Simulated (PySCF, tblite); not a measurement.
**C₄H₁₁NSi: geometry, infrared bands and NMR shifts**

Wanted: the infrared bands and NMR shifts of C₄H₁₁NSi (`C=CC[SiH2]NC`), by calculation.

Computed with tblite 0.8.0 and PySCF 2.14.0, with density-fitted response routines of our own, on a single molecule in the gas phase. Atoms are numbered from 0 throughout.

## Step 1: Starting geometry

17 atoms, charge 0, multiplicity 1; geometry from: force field or distance geometry start.

Bonds of the start (Å): C0–C1 1.35, C1–C2 1.48, C2–Si3 1.87, Si3–N4 1.77, N4–C5 1.43, C0–H6 1.08, C0–H7 1.08, C1–H8 1.12, C2–H9 1.13, C2–H10 1.12, Si3–H11 1.47, Si3–H12 1.44, N4–H13 1.04, C5–H14 1.11, C5–H15 1.12, C5–H16 1.10.

## Step 2: Optimising the geometry with GFN2-xTB

The job: settings as JSON, then the geometry in Å.

```
{"job": {"kind": "relax", "xc": "GFN2-xTB", "basis": "xTB"}, "charge": 0, "multiplicity": 1}
C      2.937600    -0.305800    -0.788600
C      2.208800    -0.324300     0.342200
C      0.794500    -0.753300     0.333900
Si    -0.375400     0.578100     0.930900
N     -1.523500     0.875900    -0.377700
C     -2.686400     0.063500    -0.175400
H      3.971400     0.002700    -0.803100
H      2.468200    -0.585500    -1.722000
H      2.681600    -0.042700     1.312500
H      0.670400    -1.623200     1.037600
H      0.541800    -1.112800    -0.694700
H     -1.117400     0.049300     2.081600
H      0.261400     1.821500     1.294900
H     -1.789900     1.885200    -0.357300
H     -3.111000    -0.187900    -1.174900
H     -2.454100    -0.911900     0.321000
H     -3.484900     0.583300     0.377400
```

The run is started by

```bash
OMP_NUM_THREADS=1 python probes_run.py task.json out
```

The driver reads the jobs from task.json and runs them one after another.

**Question.** This job is followed by: GFN2-xTB harmonic vibrations, gas phase; GIAO PBE0/pcSseg-1 NMR shielding, non-relativistic, gas phase. What will the session give for the following? strongest single infrared mode (GFN2-xTB); zero-point energy (GFN2-xTB); 13C shifts against TMS (PBE0/pcSseg-1); 1H shifts against TMS (PBE0/pcSseg-1, means over atoms taken as alike); 29Si shifts against TMS (PBE0/pcSseg-1); 15N shifts against NH3 (PBE0/pcSseg-1); surface potential, 1st and 99th percentile.

**Answer**, as computed:

| quantity | value |
| --- | --- |
| strongest single infrared mode (GFN2-xTB) | 2142 cm⁻¹, 375 km/mol |
| zero-point energy (GFN2-xTB) | 87.0 kcal/mol |
| 13C shifts against TMS (PBE0/pcSseg-1) | 141.2, 120.4, 31.8, 24.7 ppm |
| 1H shifts against TMS (PBE0/pcSseg-1, means over atoms taken as alike) | 6.08, 5.40, 5.22, 4.67, 2.69, 2.04, -0.27 ppm |
| 29Si shifts against TMS (PBE0/pcSseg-1) | -30.0 ppm |
| 15N shifts against NH3 (PBE0/pcSseg-1) | 16.1 ppm |
| surface potential, 1st and 99th percentile | -0.98 V and 1.27 V |

**Reading.** Relaxing lowered the energy by 0.497 eV in 176 steps; the close pair that moved most is Si3–N4, from 1.766 to 1.722 Å. All 45 modes are real, so the xTB geometry is a minimum. The strongest single mode, at 2142 cm⁻¹, moves mainly H11. Unscaled tight-binding wavenumbers are off by several per cent, some by more. Its intensities can rank the bands wrongly. C1 (alkene CH) lies farthest downfield among carbon, at 141.2 ppm; the olefinic region. The most deshielded hydrogen is H8 (hydrogen on an alkene CH), at 6.08 ppm: a vinylic proton, deshielded by the sp2 carbon and the C=C anisotropy. At PBE0/pcSseg-1: The largest span, 242 ppm, is at C1, where the paramagnetic term is -210 ppm.
